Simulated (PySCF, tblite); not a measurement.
**C₆H₁₄N+: a rotation path, then NMR shifts on frames, part 1 of 2**

Aim: move C₆H₁₄N+ (`C[NH+](C)CC1CC1`) away from its starting geometry and see how NMR shifts follow the geometry.

The runs use tblite 0.8.0 and PySCF 2.14.0, with density-fitted response routines of our own; the level of theory stands in each step. All values are computed, except where a source is named. Atoms are numbered from 0 throughout.

### 1 The starting structure

21 atoms, charge 1, multiplicity 1; geometry from: GFN2-xTB.

Bonds of the start (Å): C0–N1 1.47, N1–C2 1.47, N1–C3 1.50, C3–C4 1.51, C4–C5 1.50, C5–C6 1.49, C6–C4 1.51, C0–H7 1.09, C0–H8 1.09, C0–H9 1.09, N1–H10 1.03, C2–H11 1.09, C2–H12 1.09, C2–H13 1.09, C3–H14 1.09, C3–H15 1.09, C4–H16 1.08, C5–H17 1.08, C5–H18 1.08, C6–H19 1.08, C6–H20 1.08.

### 2 A band between two rotamers with GFN2-xTB

What the job is given:

```
{"job": {"kind": "neb", "xc": "GFN2-xTB", "basis": "xTB", "atoms": [4, 3, 1, 0], "turn": 120}, "charge": 1, "multiplicity": 1}
C     -2.165986    -0.286023    -0.942110
N     -1.032484     0.236911    -0.161155
C     -1.496885     0.805377     1.116010
C      0.025858    -0.802395     0.039412
C      1.313473    -0.188376     0.525264
C      2.612059    -0.632279    -0.086869
C      2.067085     0.720890    -0.409244
H     -2.627607    -1.114708    -0.407524
H     -2.912164     0.491849    -1.093549
H     -1.830423    -0.639884    -1.914915
H     -0.587039     0.995461    -0.693915
H     -0.662883     1.234554     1.665748
H     -2.232791     1.586508     0.934464
H     -1.955772     0.023854     1.719164
H      0.195851    -1.293502    -0.921023
H     -0.354028    -1.543128     0.745781
H      1.339971     0.050629     1.579885
H      3.471624    -0.702518     0.558607
H      2.585270    -1.393028    -0.850954
H      2.559743     1.587483     0.001810
H      1.678207     0.879268    -1.405359
```

Level: GFN2-xTB climbing-image nudged elastic band, gas phase.

Run with:

```sh
$ OMP_NUM_THREADS=1 python probes_run.py task.json out
```

This one command runs all jobs of the session in turn.

Output:

```text
image   E - E0 / eV
  0      -0.0000
  1       0.0183
  2       0.0751
  3       0.1565
  4       0.2162
  5       0.2121
  6       0.1541
  7       0.1011
  8       0.0629
```

It took 4.8 s on 1 thread of Arm Neoverse V1, shared host; peak memory 0.18 GiB.

The final band, with the dihedral C4–C3–N1–C0:

```tsv
image	dihedral (°)	energy (eV)	energy (kcal/mol)
0	166	0.000	0.0
1	181	0.018	0.4
2	198	0.075	1.7
3	214	0.157	3.6
4	232	0.216	5.0
5	249	0.212	4.9
6	268	0.154	3.6
7	284	0.101	2.3
8	296	0.063	1.5
```

### 3 Nuclear shieldings: image 0, PBE0/pcSseg-1

What the job is given:

```
{"job": {"kind": "nmr", "xc": "PBE0", "basis": "pcSseg-1", "pop": false}, "charge": 1, "multiplicity": 1}
C     -2.166000    -0.286000    -0.942100
N     -1.032500     0.236900    -0.161200
C     -1.496900     0.805400     1.116000
C      0.025900    -0.802400     0.039400
C      1.313500    -0.188400     0.525300
C      2.612100    -0.632300    -0.086900
C      2.067100     0.720900    -0.409200
H     -2.627600    -1.114700    -0.407500
H     -2.912200     0.491800    -1.093500
H     -1.830400    -0.639900    -1.914900
H     -0.587000     0.995500    -0.693900
H     -0.662900     1.234600     1.665700
H     -2.232800     1.586500     0.934500
H     -1.955800     0.023900     1.719200
H      0.195900    -1.293500    -0.921000
H     -0.354000    -1.543100     0.745800
H      1.340000     0.050600     1.579900
H      3.471600    -0.702500     0.558600
H      2.585300    -1.393000    -0.851000
H      2.559700     1.587500     0.001800
H      1.678200     0.879300    -1.405400
```

Level: GIAO PBE0/pcSseg-1 NMR shielding, non-relativistic, gas phase.

Output:

```text
coarse grid: 16264 points
cycle   1  E = -291.0652909043  dE =  1.083e+00  |g| = 4.516e-01  |ddm| = 3.759e+00
cycle   2  E = -291.0387834368  dE =  2.651e-02  |g| = 6.051e-01  |ddm| = 9.670e-01
cycle   3  E = -291.1167318905  dE = -7.795e-02  |g| = 4.735e-02  |ddm| = 4.512e-01
cycle   4  E = -291.1171010257  dE = -3.691e-04  |g| = 2.128e-02  |ddm| = 5.002e-02
cycle   5  E = -291.1172020688  dE = -1.010e-04  |g| = 5.383e-03  |ddm| = 1.836e-02
cycle   6  E = -291.1172086671  dE = -6.598e-06  |g| = 1.056e-03  |ddm| = 5.531e-03
final grid: 153448 points
cycle   7  E = -291.1578978840  dE = -6.916e-05  |g| = 1.042e-02  |ddm| = 4.108e-02
cycle   8  E = -291.1578929955  dE =  4.889e-06  |g| = 1.140e-02  |ddm| = 1.740e-02
cycle   9  E = -291.1579258197  dE = -3.282e-05  |g| = 6.105e-04  |ddm| = 9.161e-03
cycle  10  E = -291.1579258932  dE = -7.352e-08  |g| = 2.404e-04  |ddm| = 6.991e-04
cycle  11  E = -291.1579259067  dE = -1.347e-08  |g| = 3.919e-05  |ddm| = 2.080e-04
cycle  12  E = -291.1579259070  dE = -3.156e-10  |g| = 1.358e-05  |ddm| = 4.382e-05
converged SCF energy = -291.1579259070

GIAO shielding tensors (ppm)
atom      isotropic    diamagn.    paramagn.     s11        s22        s33       span
  0 C      140.930     246.612    -105.682    108.242    125.455    189.093     80.852
  1 N      191.219     325.475    -134.256    165.700    198.632    209.326     43.626
  2 C      144.129     249.683    -105.554    119.440    125.591    187.355     67.915
  3 C      118.060     252.574    -134.514     83.922    114.280    155.976     72.054
  4 C      175.752     252.380     -76.628    143.949    166.554    216.751     72.801
  5 C      175.499     255.019     -79.520    143.947    175.959    206.590     62.644
  6 C      183.087     253.224     -70.137    151.313    180.918    217.031     65.718
  7 H       28.644      28.580       0.063     24.965     26.025     34.941      9.976
  8 H       28.537      27.715       0.822     23.992     25.709     35.908     11.916
  9 H       28.638      29.067      -0.429     23.818     26.467     35.629     11.811
 10 H       27.616      36.570      -8.954     21.371     25.840     35.637     14.266
 11 H       28.038      31.404      -3.366     22.567     28.042     33.504     10.937
 12 H       28.592      29.087      -0.495     24.279     25.719     35.777     11.498
 13 H       28.965      30.138      -1.174     25.559     26.046     35.289      9.730
 14 H       29.442      34.297      -4.856     22.822     32.013     33.490     10.668
 15 H       28.041      33.188      -5.146     23.235     28.655     32.234      8.999
 16 H       30.399      32.772      -2.373     22.952     28.743     39.502     16.549
 17 H       30.142      29.535       0.607     24.217     25.246     40.962     16.745
 18 H       30.789      31.275      -0.486     24.767     28.031     39.569     14.802
 19 H       30.601      30.370       0.231     25.038     25.327     41.438     16.400
 20 H       31.542      32.433      -0.890     26.292     28.706     39.629     13.337
```

Wall time 42 s (1 thread of Arm Neoverse V1, shared host); peak memory 0.85 GiB.

The references, computed at this level on geometries of the same kind, shield at (ppm): 1H TMS 31.72, 13C TMS 186.9, 15N NH3 267.7. Their shielding less the atom's gives the shift. The references are single molecules in the gas phase, so shifts against H2O, NH3, PH3, H3PO4 or CFCl3 are not on the usual liquid scales and can be off by tens of ppm. Each atom is listed at this fixed geometry, with no averaging over motion; a spectrum would average atoms that exchange fast.

```tsv
atoms	environment	σ (ppm)	δ (ppm)
C3	sp3 CH2 bonded to N	118.1	68.9
C0	methyl carbon bonded to N	140.9	46.0
C2	methyl carbon bonded to N	144.1	42.8
C5	three-membered-ring carbon	175.5	11.4
C4	three-membered-ring carbon	175.8	11.2
C6	three-membered-ring carbon	183.1	3.8
H10	hydrogen on an ammonium nitrogen	27.62	4.10
H11	hydrogen on a methyl carbon bonded to N	28.04	3.68
H15	hydrogen on an sp3 CH2 bonded to N	28.04	3.68
H8	hydrogen on a methyl carbon bonded to N	28.54	3.18
H12	hydrogen on a methyl carbon bonded to N	28.59	3.13
H9	hydrogen on a methyl carbon bonded to N	28.64	3.08
H7	hydrogen on a methyl carbon bonded to N	28.64	3.07
H13	hydrogen on a methyl carbon bonded to N	28.96	2.75
H14	hydrogen on an sp3 CH2 bonded to N	29.44	2.28
H17	hydrogen on a three-membered-ring carbon	30.14	1.58
H16	hydrogen on a three-membered-ring carbon	30.40	1.32
H19	hydrogen on a three-membered-ring carbon	30.60	1.12
H18	hydrogen on a three-membered-ring carbon	30.79	0.93
H20	hydrogen on a three-membered-ring carbon	31.54	0.17
N1	ammonium nitrogen	191.2	76.5
```

Ring of atoms C4, C5, C6: NICS(0) -44.7, NICS(1) -8.7, NICS(1)zz -22.9 ppm (means of both faces).

In rings of three or four atoms NICS is ruled by the nearby σ bonds, so it says little on aromaticity.

Orbitals, density, ELF and potential are computed afterwards from the orbital file.

Frontier orbitals at PBE0/pcSseg-1, with the share of their density that lies nearest to each atom:

```tsv
orbital	energy (eV)	lies on
HOMO	-12.64	C5, C6 about 31 % each; C4 10 %
LUMO	-3.76	H10 34 %; N1 8 %; 4 H atoms about 7 % each
```

ELF in a plane through or near 7 of the atoms.

Ten even steps from ' ' (0.00) to '@' (1.00):
```
                                                        
                                                        
                                                        
                            ..--..                      
                            ##%%==                      
                  **@@@@::  %%@@**----::                
                  %%@@@@%%  **%%####%%**..              
        ::##==    ##@@@@%%..  --**%%@@%%::              
      ..@@@@@@++..++******::  ..--**##==                
      ==@@@@@@%%**%%--::%%##------..                    
      ::%%@@@@++--%%####%%::::++--..--**##--            
        ::++********--::**------..::%%@@@@##..          
          ..##@@@@%%....%%@@%%::  ==@@@@@@%%::          
          --@@@@@@@@  ..@@@@@@..  ::++%%%%**            
          ..%%@@@@##  ..@@@@##    ....::::              
              ::::      ..--                            
                                                        
                                                        
                                                        
                                                        
```
The map spans 12.2 Å across and 9.3 Å up, centred on the molecule. Atoms in the plane (x, y in Å): C3 (-0.1, -0.4), C4 (-1.3, 0.3), H7 (2.6, -1.1), H14 (-0.3, -1.5), H16 (-1.3, 1.3), H17 (-3.5, 0.1), H18 (-2.7, -1.4).

On the surface of density 0.002 e/bohr³ the electrostatic potential runs, from the 1st to the 99th percentile, from 2.97 V near C5 to 6.54 V near H10.

### 4 Nuclear shieldings: image 2, PBE0/pcSseg-1

What the job is given:

```
{"job": {"kind": "nmr", "xc": "PBE0", "basis": "pcSseg-1", "pop": false}, "charge": 1, "multiplicity": 1}
C     -2.346800    -0.442800    -0.722100
N     -1.067700     0.190000    -0.356800
C     -1.224900     1.001300     0.864300
C      0.026200    -0.839500    -0.249000
C      1.225300    -0.341300     0.515200
C      2.613400    -0.582400    -0.007500
C      2.042700     0.797100    -0.034200
H     -2.655200    -1.119500     0.073900
H     -3.120200     0.312100    -0.852800
H     -2.247900    -1.008900    -1.646100
H     -0.799600     0.834300    -1.108200
H     -0.309100     1.548600     1.073900
H     -2.033900     1.716800     0.729200
H     -1.459800     0.356900     1.708600
H      0.310400    -1.124100    -1.264300
H     -0.392400    -1.716200     0.249200
H      1.112900    -0.392200     1.590200
H      3.381800    -0.806600     0.714200
H      2.733700    -1.107600    -0.941500
H      2.427500     1.529000     0.658200
H      1.774700     1.211900    -0.994800
```

Method: GIAO PBE0/pcSseg-1 NMR shielding, non-relativistic, gas phase.

Output:

```text
coarse grid: 16264 points
cycle   1  E = -291.0611015562  dE =  1.081e+00  |g| = 4.538e-01  |ddm| = 3.766e+00
cycle   2  E = -291.0355152968  dE =  2.559e-02  |g| = 6.042e-01  |ddm| = 9.586e-01
cycle   3  E = -291.1130848557  dE = -7.757e-02  |g| = 4.903e-02  |ddm| = 4.456e-01
cycle   4  E = -291.1134812610  dE = -3.964e-04  |g| = 2.198e-02  |ddm| = 5.170e-02
cycle   5  E = -291.1135889251  dE = -1.077e-04  |g| = 5.477e-03  |ddm| = 1.906e-02
cycle   6  E = -291.1135957140  dE = -6.789e-06  |g| = 1.139e-03  |ddm| = 5.696e-03
final grid: 153448 points
cycle   7  E = -291.1544181371  dE = -6.991e-05  |g| = 1.037e-02  |ddm| = 4.126e-02
cycle   8  E = -291.1544129217  dE =  5.215e-06  |g| = 1.141e-02  |ddm| = 1.755e-02
cycle   9  E = -291.1544457143  dE = -3.279e-05  |g| = 6.367e-04  |ddm| = 9.304e-03
cycle  10  E = -291.1544457947  dE = -8.040e-08  |g| = 2.415e-04  |ddm| = 7.384e-04
cycle  11  E = -291.1544458078  dE = -1.306e-08  |g| = 4.247e-05  |ddm| = 1.904e-04
cycle  12  E = -291.1544458081  dE = -3.457e-10  |g| = 1.432e-05  |ddm| = 4.251e-05
converged SCF energy = -291.1544458081

GIAO shielding tensors (ppm)
atom      isotropic    diamagn.    paramagn.     s11        s22        s33       span
  0 C      141.012     246.016    -105.004    112.665    121.612    188.759     76.094
  1 N      198.294     324.806    -126.511    191.534    192.145    211.204     19.671
  2 C      144.780     251.004    -106.223    120.825    129.449    184.067     63.242
  3 C      119.565     251.199    -131.634     79.312    120.207    159.175     79.863
  4 C      176.550     252.564     -76.014    146.961    168.379    214.311     67.350
  5 C      174.860     254.862     -80.002    143.908    177.734    202.938     59.030
  6 C      182.225     253.141     -70.916    152.195    181.137    213.341     61.146
  7 H       28.732      28.584       0.148     25.011     26.331     34.855      9.843
  8 H       28.487      27.229       1.258     23.818     25.725     35.918     12.100
  9 H       28.452      28.012       0.440     23.757     25.904     35.695     11.938
 10 H       27.629      35.328      -7.699     21.713     24.742     36.432     14.719
 11 H       27.708      32.381      -4.673     21.431     29.555     32.138     10.707
 12 H       28.717      29.684      -0.967     24.241     26.240     35.671     11.430
 13 H       28.931      31.407      -2.475     25.553     26.289     34.952      9.399
 14 H       28.929      33.389      -4.460     22.682     30.696     33.409     10.727
 15 H       28.057      33.022      -4.966     22.188     29.370     32.611     10.423
 16 H       30.542      33.212      -2.670     23.233     28.784     39.610     16.378
 17 H       30.117      29.482       0.635     24.223     25.367     40.763     16.540
 18 H       30.742      31.121      -0.379     24.818     27.808     39.600     14.783
 19 H       30.581      30.380       0.201     25.303     25.416     41.022     15.719
 20 H       31.446      32.486      -1.040     26.339     28.519     39.480     13.141
```

Run time: 31 s. Hardware: 1 thread of Arm Neoverse V1, shared host; peak memory 0.88 GiB.

In short: δ C3 67.4, C0 45.9, C2 42.1, C5 12.1, H10 4.09, H11 4.01 ppm.

### 5 Shielding tensors: image 4, PBE0/pcSseg-1

What the job is given:

```
{"job": {"kind": "nmr", "xc": "PBE0", "basis": "pcSseg-1", "pop": false}, "charge": 1, "multiplicity": 1}
C     -2.396700    -0.580000    -0.414300
N     -1.132000     0.172800    -0.503700
C     -1.086500     1.195500     0.559700
C      0.069100    -0.762000    -0.540800
C      1.137500    -0.450300     0.473800
C      2.584400    -0.602900     0.088800
C      2.016000     0.759600     0.303900
H     -2.425100    -1.133600     0.523100
H     -3.243200     0.104700    -0.438200
H     -2.490500    -1.276900    -1.244700
H     -1.141400     0.679700    -1.393400
H     -0.202000     1.818100     0.457600
H     -1.968900     1.828800     0.490900
H     -1.072700     0.717800     1.536100
H      0.495400    -0.720600    -1.544200
H     -0.298700    -1.775700    -0.372500
H      0.888800    -0.742200     1.485500
H      3.258300    -1.002400     0.828700
H      2.824200    -0.903100    -0.918800
H      2.301300     1.306400     1.188600
H      1.873700     1.383200    -0.566500
```

Method: GIAO PBE0/pcSseg-1 NMR shielding, non-relativistic, gas phase.

Output:

```text
coarse grid: 16264 points
cycle   1  E = -291.0537102776  dE =  1.075e+00  |g| = 4.574e-01  |ddm| = 3.778e+00
cycle   2  E = -291.0262717358  dE =  2.744e-02  |g| = 6.139e-01  |ddm| = 9.746e-01
cycle   3  E = -291.1065617795  dE = -8.029e-02  |g| = 4.962e-02  |ddm| = 4.564e-01
cycle   4  E = -291.1069655987  dE = -4.038e-04  |g| = 2.265e-02  |ddm| = 5.231e-02
cycle   5  E = -291.1070797649  dE = -1.142e-04  |g| = 5.612e-03  |ddm| = 1.971e-02
cycle   6  E = -291.1070868879  dE = -7.123e-06  |g| = 1.167e-03  |ddm| = 5.731e-03
final grid: 153448 points
cycle   7  E = -291.1478873916  dE = -6.550e-05  |g| = 1.025e-02  |ddm| = 4.046e-02
cycle   8  E = -291.1478819549  dE =  5.437e-06  |g| = 1.134e-02  |ddm| = 1.719e-02
cycle   9  E = -291.1479142193  dE = -3.226e-05  |g| = 6.429e-04  |ddm| = 9.267e-03
cycle  10  E = -291.1479143023  dE = -8.298e-08  |g| = 2.315e-04  |ddm| = 7.215e-04
cycle  11  E = -291.1479143144  dE = -1.213e-08  |g| = 4.163e-05  |ddm| = 1.863e-04
cycle  12  E = -291.1479143147  dE = -3.441e-10  |g| = 1.363e-05  |ddm| = 4.142e-05
converged SCF energy = -291.1479143147

GIAO shielding tensors (ppm)
atom      isotropic    diamagn.    paramagn.     s11        s22        s33       span
  0 C      138.573     246.248    -107.674    103.966    125.882    185.872     81.906
  1 N      203.362     325.009    -121.647    184.892    204.050    221.144     36.252
  2 C      144.996     250.966    -105.970    120.280    133.909    180.797     60.517
  3 C      119.412     249.809    -130.398     77.878    117.154    163.203     85.325
  4 C      177.220     252.197     -74.977    146.056    171.315    214.291     68.235
  5 C      176.068     255.118     -79.050    144.450    179.777    203.977     59.526
  6 C      177.065     252.923     -75.858    144.458    180.018    206.718     62.260
  7 H       28.616      29.202      -0.585     25.003     26.417     34.430      9.427
  8 H       28.617      27.184       1.433     23.860     26.076     35.915     12.055
  9 H       28.419      27.905       0.514     23.913     25.777     35.568     11.655
 10 H       27.290      33.842      -6.552     21.565     23.216     37.088     15.522
 11 H       27.619      32.615      -4.996     20.627     29.394     32.836     12.209
 12 H       28.829      29.819      -0.989     24.105     26.770     35.614     11.510
 13 H       28.612      32.150      -3.538     24.908     27.223     33.706      8.798
 14 H       28.835      32.936      -4.100     22.699     30.545     33.262     10.563
 15 H       27.851      32.629      -4.778     21.491     29.800     32.261     10.770
 16 H       30.544      33.270      -2.725     23.322     28.686     39.625     16.302
 17 H       30.141      29.442       0.699     24.262     25.459     40.702     16.440
 18 H       30.830      31.098      -0.268     24.921     27.928     39.641     14.720
 19 H       30.382      30.479      -0.098     25.340     25.552     40.252     14.912
 20 H       31.297      32.287      -0.990     26.677     28.212     39.003     12.326
```

Run time: 30 s. Hardware: 1 thread of Arm Neoverse V1, shared host; peak memory 0.94 GiB.

This run: δ C3 67.5, C0 48.4, C2 41.9, C5 10.9, H10 4.43, H11 4.10 ppm.

(Continued in part 2 of 2.)
